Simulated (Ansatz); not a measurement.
# C₄H₁₁InO₂S: geometry optimisation

Aim: relax C₄H₁₁InO₂S from a cheap starting geometry.

Program: Ansatz 0.2.0, Gaussian basis. Level of theory: RKS PBE0-D4/def2-TZVP. These are calculated values, not measurements.

Plan: relaxation at PBE0-D4/def2-TZVP.

1 further run of the same task is left out (set aside as unsound or not needed).

## (1) Where the work starts

19 atoms, charge 0, spin multiplicity 1.

Atoms are counted from 1 here; the program's logs count them from 0.

Bond lengths: C1–O2 1.403 Å, C1–H9 1.095 Å, C1–H10 1.095 Å, C1–H11 1.095 Å, O2–In3 2.003 Å, In3–S4 2.430 Å, In3–O5 2.021 Å, S4–H12 1.323 Å, O5–C6 1.392 Å, C6–C7 1.527 Å, C6–C8 1.527 Å, C6–H13 1.103 Å, C7–H14 1.095 Å, C7–H15 1.089 Å, C7–H16 1.087 Å, C8–H17 1.087 Å, C8–H18 1.093 Å, C8–H19 1.089 Å. Angles: O2–C1–H9 110.6°, O2–C1–H10 112.5°, O2–C1–H11 107.5°, H9–C1–H10 108.7°, H9–C1–H11 109.0°, H10–C1–H11 108.4°, C1–O2–In3 123.9°, O2–In3–S4 108.7°, O2–In3–O5 113.3°, S4–In3–O5 137.7°, In3–S4–H12 88.7°, In3–O5–C6 121.0°, O5–C6–C7 111.7°, O5–C6–C8 112.2°, O5–C6–H13 104.5°, C7–C6–C8 110.7°, C7–C6–H13 108.7°, C8–C6–H13 108.7° and more.

The start is a GFN2-xTB geometry. In takes the def2 core potential; no spin-orbit term is included.

## (2) Optimising with PBE0-D4/def2-TZVP

in.yaml reads:

```yaml
crystal:
  periodic: [false, false, false]
  atoms:
    - {symbol: C, position_ang: [3.295320, -1.357160, 0.327780]}
    - {symbol: O, position_ang: [2.899040, -0.328060, -0.540090]}
    - {symbol: In, position_ang: [1.033130, 0.395090, -0.635560]}
    - {symbol: S, position_ang: [0.927710, 2.040250, -2.420290]}
    - {symbol: O, position_ang: [-0.165330, -0.283630, 0.842790]}
    - {symbol: C, position_ang: [-1.538270, -0.054370, 0.814840]}
    - {symbol: C, position_ang: [-2.209740, -0.789610, -0.342500]}
    - {symbol: C, position_ang: [-1.873130, 1.435120, 0.776030]}
    - {symbol: H, position_ang: [3.255040, -2.326790, -0.180120]}
    - {symbol: H, position_ang: [2.676620, -1.406430, 1.229820]}
    - {symbol: H, position_ang: [4.328330, -1.154690, 0.628680]}
    - {symbol: H, position_ang: [2.207010, 1.811050, -2.665270]}
    - {symbol: H, position_ang: [-1.908860, -0.475580, 1.764480]}
    - {symbol: H, position_ang: [-1.852810, -0.364200, -1.285680]}
    - {symbol: H, position_ang: [-1.944360, -1.844940, -0.310880]}
    - {symbol: H, position_ang: [-3.290880, -0.689000, -0.290240]}
    - {symbol: H, position_ang: [-2.941740, 1.594160, 0.896520]}
    - {symbol: H, position_ang: [-1.555700, 1.848280, -0.184310]}
    - {symbol: H, position_ang: [-1.341380, 1.950500, 1.574010]}
basis:
  gaussian: {orbitals: def2-TZVP}
hamiltonian: {xc: pbe0, dispersion: d4}
relax: {f_tol: 0.005, max_steps: 150}
```

Launch:

```sh
$ ansatz run in.yaml --threads 2 --pin off --events-out ev --progress --plain --max-ram 22528MiB --backend cuda --devices 0, --max-vram 18GiB
```

**Question.** What will the summary of the whole plan be? Wanted: point group; shift from the start; total energy; dispersion term; dipole moment.

**Answer**, as computed:

| quantity | value |
| --- | --- |
| point group | C1 |
| steps | 16 |
| shift from the start (rms) | 0.297 Å |
| total energy | -24422.8623 eV |
| dispersion term | -404 meV |
| dipole moment | 1.11 D |

The relaxed geometry lies 0.30 Å (rms) from the start; the bond that changed most is In3–S4, from 2.430 to 2.363 Å. No vibrations were run, so it is not proven to be a minimum. The largest Mulliken charge, +0.85 e, sits on In3.
